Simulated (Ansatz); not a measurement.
# BFH₄O₂Si: small, medium and large basis sets

One table from this session's results is given with a row withheld; the runs are named, their logs left out.

Computed with Ansatz 0.2.0, Gaussian basis. Level: one geometry, several basis sets.

Levels to be run: PBE0-D4/def2-SVP; ωB97M-V/def2-SVP; PBE0-D4/def2-QZVPP; ωB97M-V/def2-QZVPP; the functionals' def2-TZVPP values are taken from earlier runs.

**Structure used throughout**

The geometry comes from an earlier relaxation with PBE0-D4 in a triple-zeta def2 set; it is a stationary point, not always the lowest conformer.

9 atoms, charge 0, spin multiplicity 1.

Atoms are counted from 1 here; the program's logs count them from 0.

Bond lengths: O1–Si2 1.653 Å, O1–H6 0.958 Å, Si2–B3 2.035 Å, Si2–H7 1.484 Å, Si2–H8 1.493 Å, B3–O4 1.347 Å, B3–F5 1.342 Å, O4–H9 0.965 Å. Angles: Si2–O1–H6 117.1°, O1–Si2–B3 110.9°, O1–Si2–H7 106.4°, O1–Si2–H8 111.4°, B3–Si2–H7 111.6°, B3–Si2–H8 108.7°, H7–Si2–H8 107.8°, Si2–B3–O4 121.6°, Si2–B3–F5 119.7°, O4–B3–F5 118.7°, B3–O4–H9 113.7°.

Set-up of the first run:

Contents of in.yaml:

```yaml
crystal:
  periodic: [false, false, false]
  atoms:
    - {symbol: O, position_ang: [1.152495, 0.650068, 1.702950]}
    - {symbol: Si, position_ang: [0.837636, -0.439796, 0.500221]}
    - {symbol: B, position_ang: [-0.701493, 0.193996, -0.670946]}
    - {symbol: O, position_ang: [-0.967976, -0.381619, -1.858983]}
    - {symbol: F, position_ang: [-1.488497, 1.196945, -0.250389]}
    - {symbol: H, position_ang: [0.401036, 1.098109, 2.092888]}
    - {symbol: H, position_ang: [2.093272, -0.579781, -0.278072]}
    - {symbol: H, position_ang: [0.493293, -1.781609, 1.056345]}
    - {symbol: H, position_ang: [-1.731266, -0.002612, -2.311113]}
basis:
  gaussian: {orbitals: def2-SVP}
hamiltonian: {xc: pbe0, dispersion: d4}
output: {orbitals: {seedname: orbitals}}
```

Steps of the session up to this table: PBE0-D4 in def2-SVP; ωB97M-V in def2-SVP; PBE0-D4 in def2-QZVPP; ωB97M-V in def2-QZVPP.

One of the session's tables, all rows but one given; the rest of the session is left out.

It belongs to the step «Density functionals: the series». 

```
functional       basis  HOMO (eV)  LUMO (eV)
   PBE0-D4    def2-SVP      -7.99      -0.28
   PBE0-D4  def2-TZVPP      -8.21      -0.54
   PBE0-D4  def2-QZVPP      -8.25      -0.60
   ωB97M-V    def2-SVP     -10.19       1.83
   ωB97M-V  def2-TZVPP          ?          ?
   ωB97M-V  def2-QZVPP     -10.48       1.22
```

**Question.** Estimate the row for ωB97M-V, def2-TZVPP.

**Answer.** HOMO (eV): -10.44; LUMO (eV): 1.45. In the column «HOMO (eV)» it lies between ωB97M-V, def2-QZVPP (-10.48) and ωB97M-V, def2-SVP (-10.19).
